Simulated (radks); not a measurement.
# Sr³⁺ in [Ar] 3d10 4s2 4p5: an all-electron calculation

What are the levels of the strontium ion Sr3+, how large are its shells, and how does its energy divide?

Method: Dirac Kohn-Sham, LDA (Slater exchange, Perdew-Wang correlation), spin-unpolarised, spherical densities, point nucleus; open shells fill j = l - 1/2 first. Code: radks (a radial shooting solver on a logarithmic mesh, Libxc functionals) version 1.

## Step 1: Starting point

```
element       : strontium (Z = 38)
charge        : +3
electrons     : 35
configuration : [Ar] 3d10 4s2 4p5
```

## Step 2: The run

Input:

```text
Z 38
configuration [Ar] 3d10 4s2 4p5
relativity Dirac
functional lda,pw
spin unpolarised
j_filling energy
nucleus point
c 137.035999084
```

On the command line:

```console
python run_ks.py task.json out
```

This one command runs every case of the session in turn.

Q: Predict the outcome of this run.

The runs gave:

```
                        quantity                   value
                    total energy     -3173.90697 hartree
exchange-correlation share of it                  3.17 %
                            −T/E                  1.0298
          highest occupied level       4p3/2, -49.860 eV
    most extended occupied level  4p3/2, <r> = 1.50 bohr
 radius at density 0.001 e/bohr³               3.15 bohr
    maxima of the radial density                       3
         ionisation energy, NIST   56.280 (semi-emp.) eV
```

**Reading.** 4 principal shells are occupied and 3 maxima appear in the radial density; where shells overlap, one shows as a shoulder or not at all. −T/E is 1.030: with relativity the kinetic term as defined here no longer equals −E. Minus the highest eigenvalue, 49.860 eV, is 89 % of the tabulated ionisation energy (56.280 eV); the potential of a semilocal functional falls off too fast, so its top eigenvalue is too shallow. Spin polarisation and multiplet splitting are left out.
